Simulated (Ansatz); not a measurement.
LaCuSeO, space group P4/nmm, a calculation of the dielectric tensor and Born charges

With Ansatz 0.2.0, Python API.

Contents of `lacuseo.cif`:
```cif
data_LaCuSeO
_cell_length_a 4.067120
_cell_length_b 4.067120
_cell_length_c 8.797500
_cell_angle_alpha 90.00000
_cell_angle_beta 90.00000
_cell_angle_gamma 90.00000
_symmetry_space_group_name_H-M 'P 1'
_symmetry_Int_Tables_number 1
loop_
_symmetry_equiv_pos_as_xyz
'x, y, z'
loop_
_atom_site_label
_atom_site_type_symbol
_atom_site_fract_x
_atom_site_fract_y
_atom_site_fract_z
La1 La    0.500000    0.000000    0.139800
La2 La    0.000000    0.500000    0.860200
Cu3 Cu    0.500000    0.500000    0.500000
Cu4 Cu    0.000000    0.000000    0.500000
Se5 Se    0.500000    0.000000    0.669800
Se6 Se    0.000000    0.500000    0.330200
O7 O    0.500000    0.500000    0.000000
O8 O    0.000000    0.000000    0.000000
```

Notebook, run cell by cell (the value of a cell's last expression is shown):

**Cell 1**
```python
import ansatz
from ase.io import read
import numpy as np

CUTOFF_EV = 450
KGRID = (4, 4, 2)
SMEARING = "fixed"

atoms = read("lacuseo.cif")
lacuseo = ansatz.Crystal.from_ase(atoms)

lacuseo.resolved().sites[-1]
```
Output:
```text
Site(symbol='O', position=(0.0, 0.0, 0.0), moment=None, axis=None, held=None, saved=None)
```

**Cell 2**
```python
# an insulator: whole occupations
base = (
    lacuseo.calculation()
    .functional(ansatz.Functional.LDA)
    .basis(CUTOFF_EV)  # cutoff of the orbital basis
    .kpoints(*KGRID)
    .occupations(SMEARING)
    .dielectric()
)
out = base.run(threads=1)
response = out.dielectric
eps = np.asarray(response.eps_inf)
```

**Cell 3**
```python
print(f"mean eps_inf {np.trace(eps) / 3:.3f}, fraction of exact exchange 1/eps = {3 / np.trace(eps):.3f}")
print(np.array2string(eps, precision=3, suppress_small=True))
for site, z in zip(out.lattice.sites, response.zstar_e):
    print(f"{site.symbol:2s} Z* trace/3 = {np.trace(z) / 3:+.3f} e")
print(f"charge neutrality missed by {response.zstar_sum_residual_pre_e:.4f} e before the sum rule")
```
Output:
```text
mean eps_inf 8.250, fraction of exact exchange 1/eps = 0.121
[[8.716 0.    0.   ]
 [0.    8.716 0.   ]
 [0.    0.    7.318]]
La Z* trace/3 = +4.783 e
La Z* trace/3 = +4.783 e
Cu Z* trace/3 = +0.899 e
Cu Z* trace/3 = +0.899 e
Se Z* trace/3 = -2.336 e
Se Z* trace/3 = -2.336 e
O  Z* trace/3 = -3.346 e
O  Z* trace/3 = -3.346 e
charge neutrality missed by 0.0048 e before the sum rule
```

What to keep in mind:
- Spin is left out of this run.
- Under fixed occupations the level called the Fermi level is the highest filled one on the SCF mesh; off the mesh a filled band can lie a little above it.
- Averages over directions belong to no single polarisation, least of all in layered crystals.
- Pressure is positive in compression.
- Without a Hubbard U or exact exchange, semilocal functionals often make such 3d compounds metallic or too weakly gapped.
- The structure is a deposited one; some such entries were measured under pressure or heat, so a shift against it needn't be the functional's error alone.
- This is the electronic (clamped-ion) response; a semilocal gap that is too small tends to raise it. The typed mesh is that of the SCF; the response is solved on denser meshes that the run picks.
- The whole script took 6.9 min on 1 thread of Arm Neoverse V2, with other jobs on the host, peak memory 1.6 GiB.
